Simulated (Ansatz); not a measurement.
# CH₈BGeN: up Jacob's ladder to CCSD(T)

Aim: compute CH₈BGeN with functionals from several rungs and with coupled cluster, and see how far each lands from CCSD(T) at the basis-set limit for the atomisation energy.

Computed with Ansatz 0.2.0, Gaussian basis. Level: functionals in def2-TZVPP, the program's frozen cores in correlated methods.

Levels to be run: LDA (SPW92), PBE-D4, revPBE-D4, BLYP-D4, r2SCAN-D4, B97M-V, PBE0-D4, B3LYP-D4, r2SCANh-D4, r2SCAN0-D4, HSE06-D4, BHLYP-D4, CAM-B3LYP-D4, LC-ωPBE, ωB97X-V, ωB97M-V, B2PLYP, PBE-QIDH; CCSD(T)/def2-SVP; CCSD(T)/def2-TZVPP; MP2/def2-QZVPP; extrapolation to the limit; RPA on PBE.

## 1. The geometry

The geometry comes from an earlier relaxation with PBE0-D4 in a triple-zeta def2 set; it is a stationary point, not always the lowest conformer.

12 atoms, charge 0, spin multiplicity 1.

Atoms are counted from 1 here; the program's logs count them from 0.

Bond lengths: B1–C2 1.513 Å, B1–Ge4 2.130 Å, B1–H5 1.205 Å, B1–H6 1.208 Å, C2–N3 1.321 Å, C2–H7 1.091 Å, N3–H8 1.006 Å, N3–H9 1.008 Å, Ge4–H10 1.541 Å, Ge4–H11 1.549 Å, Ge4–H12 1.547 Å. Angles: C2–B1–Ge4 92.5°, C2–B1–H5 115.0°, C2–B1–H6 116.5°, Ge4–B1–H5 100.9°, Ge4–B1–H6 105.9°, H5–B1–H6 119.7°, B1–C2–N3 126.4°, B1–C2–H7 120.9°, N3–C2–H7 112.6°, C2–N3–H8 122.9°, C2–N3–H9 119.4°, H8–N3–H9 117.5°, B1–Ge4–H10 107.4°, B1–Ge4–H11 112.4°, B1–Ge4–H12 115.0°, H10–Ge4–H11 108.0°, H10–Ge4–H12 107.3°, H11–Ge4–H12 106.4°.

Geometry (Å):

| atom | x (Å) | y (Å) | z (Å) |
| --- | --- | --- | --- |
| B1 | -0.45296 | 0.98465 | -0.31172 |
| C2 | 0.16924 | 0.47446 | 0.97000 |
| N3 | -0.41889 | -0.28169 | 1.87904 |
| Ge4 | 0.44695 | -0.55883 | -1.47165 |
| H5 | 0.07483 | 1.96097 | -0.78183 |
| H6 | -1.64620 | 0.83385 | -0.42889 |
| H7 | 1.22153 | 0.65705 | 1.19379 |
| H8 | 0.08425 | -0.72496 | 2.62869 |
| H9 | -1.39604 | -0.50708 | 1.77747 |
| H10 | 0.06429 | -0.31123 | -2.94406 |
| H11 | -0.06091 | -1.96722 | -1.07600 |
| H12 | 1.99091 | -0.61517 | -1.40085 |

## 2. LDA

This LDA is Slater exchange with PW92 correlation.

in.yaml

```yaml
crystal:
  periodic: [false, false, false]
  atoms:
    - {symbol: B, position_ang: [-0.452960, 0.984648, -0.311715]}
    - {symbol: C, position_ang: [0.169237, 0.474455, 0.970004]}
    - {symbol: N, position_ang: [-0.418892, -0.281693, 1.879042]}
    - {symbol: Ge, position_ang: [0.446950, -0.558835, -1.471652]}
    - {symbol: H, position_ang: [0.074830, 1.960974, -0.781830]}
    - {symbol: H, position_ang: [-1.646205, 0.833852, -0.428890]}
    - {symbol: H, position_ang: [1.221530, 0.657053, 1.193794]}
    - {symbol: H, position_ang: [0.084254, -0.724956, 2.628690]}
    - {symbol: H, position_ang: [-1.396036, -0.507082, 1.777474]}
    - {symbol: H, position_ang: [0.064288, -0.311232, -2.944064]}
    - {symbol: H, position_ang: [-0.060911, -1.967216, -1.076004]}
    - {symbol: H, position_ang: [1.990913, -0.615167, -1.400848]}
basis:
  gaussian: {orbitals: def2-TZVPP}
hamiltonian: {xc: lda}
output: {orbitals: {seedname: orbitals}}
```

Further steps of the session: PBE-D4 (GGA); revPBE-D4 (GGA); BLYP-D4 (GGA); r2SCAN-D4 (meta-GGA); B97M-V (meta-GGA); PBE0-D4 (hybrid); B3LYP-D4 (hybrid); r2SCANh-D4 (hybrid); r2SCAN0-D4 (hybrid); HSE06-D4 (hybrid); BHLYP-D4 (hybrid); CAM-B3LYP-D4 (range-separated); LC-ωPBE (range-separated); ωB97X-V (range-separated); ωB97M-V (range-separated); B2PLYP (double hybrid); PBE-QIDH (double hybrid); CCSD(T) in def2-SVP; CCSD(T) in def2-TZVPP; MP2 in def2-QZVPP; RPA on PBE orbitals.

Before running them: what should the planned runs give, taken together? Wanted: atomisation energy, CCSD(T)/CBS; farthest beyond LDA; mean size of error, GGA; mean size of error, meta-GGA; mean size of error, hybrid; mean size of error, range-separated; mean size of error, double hybrid; gap, smallest and largest; T1 diagnostic.

**Answer**, as computed:

```
                               quantity                                                                                                                                          value
        atomisation energy, CCSD(T)/CBS                                                                                                                                      40.768 eV
    functionals within 0.408 eV (1.0 %)  revPBE-D4, BLYP-D4, r2SCAN-D4, PBE0-D4, B3LYP-D4, r2SCANh-D4, r2SCAN0-D4, HSE06-D4, CAM-B3LYP-D4, LC-ωPBE, ωB97X-V, ωB97M-V, B2PLYP, PBE-QIDH
                    farthest beyond LDA                                                                                                                             PBE-D4 (+0.836 eV)
                mean size of error, GGA                                                                                                                                       0.364 eV
           mean size of error, meta-GGA                                                                                                                                       0.415 eV
             mean size of error, hybrid                                                                                                                                       0.302 eV
    mean size of error, range-separated                                                                                                                                       0.238 eV
      mean size of error, double hybrid                                                                                                                                       0.252 eV
              gap, smallest and largest                                                                                                      3.72 eV (LDA (SPW92)), 10.15 eV (LC-ωPBE)
                          T1 diagnostic                                                                                                                                         0.0142
triples share of the correlation energy                                                                                                                                          3.9 %
```

The LDA atomisation energy is off by 5.968 eV (15 %): it overbinds. PBE-D4 misses by +0.836 eV. Double hybrids carry the basis error of their MP2 part in triple zeta, and no dispersion term here, so their miss is partly the set-up's. The rungs range-separated, double hybrid, hybrid, GGA miss on average by less than the doubt on the reference (0.408 eV), so they tie. Misses under about 0.408 eV are within the doubt on the reference itself, which lacks core-valence correlation, relativity and higher excitations, and its outer-core shells are covered unevenly. Hartree-Fock recovers 72 % of the binding; the rest is correlation. CCSD(T) in def2-SVP is off by -2.168 eV, more than most functionals: a good method in a small basis is no reference. The gap grows from 3.7 to 10.1 eV across the functionals, mostly with the share of exact exchange. Correlated methods include outer-core shells of Ge, which these sets cover unevenly.
